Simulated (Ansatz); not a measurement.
Input of an Ansatz 0.2.0 run:

Contents of input.yaml:

```yaml
crystal:
  lattice:
    - [3.18, 0.0, 0.0]
    - [0.0, 3.18, 0.0]
    - [0.0, 0.0, 3.18]
  atoms:
    - { symbol: Pd, position: [0.0, 0.0, 0.0] }
    - { symbol: Ti, position: [0.5, 0.5, 0.5] }
kpoints:
  mp_grid: { grid: [8, 8, 8] }
scf:
  occupations: { method: fermi_dirac, width: 0.05 }
hamiltonian:
  xc: revpbe
  dispersion: d4
  pseudopotentials: { kind: all_electron, lapw: { basis_error: 0.001 } }
output:
  forces: true
  stress: true
relax:
  f_tol: 0.02
  max_steps: 60
  cell: {}
```

Potentials or basis: all-electron LAPW, scalar-relativistic.

The run is started by

```bash
$ ansatz run input.yaml --threads 1 --pin off --max-ram 3072MiB --backend cpu --events-out ev --progress --plain --runs-dir out
```

Task: Predict the relaxed volume.

Result: 15.77 Å³/atom.

Task: What does it give for the space group after relaxing (to 0.05 Å)?

Result: Pm-3m (No. 221).

Final structure:
```xyz
2
Lattice="3.1597 0.0000 0.0000 0.0000 3.1597 0.0000 0.0000 0.0000 3.1597" Properties=species:S:1:pos:R:3 pbc="T T T"
Pd    0.0000    0.0000    0.0000
Ti    1.5798    1.5798    1.5798
```
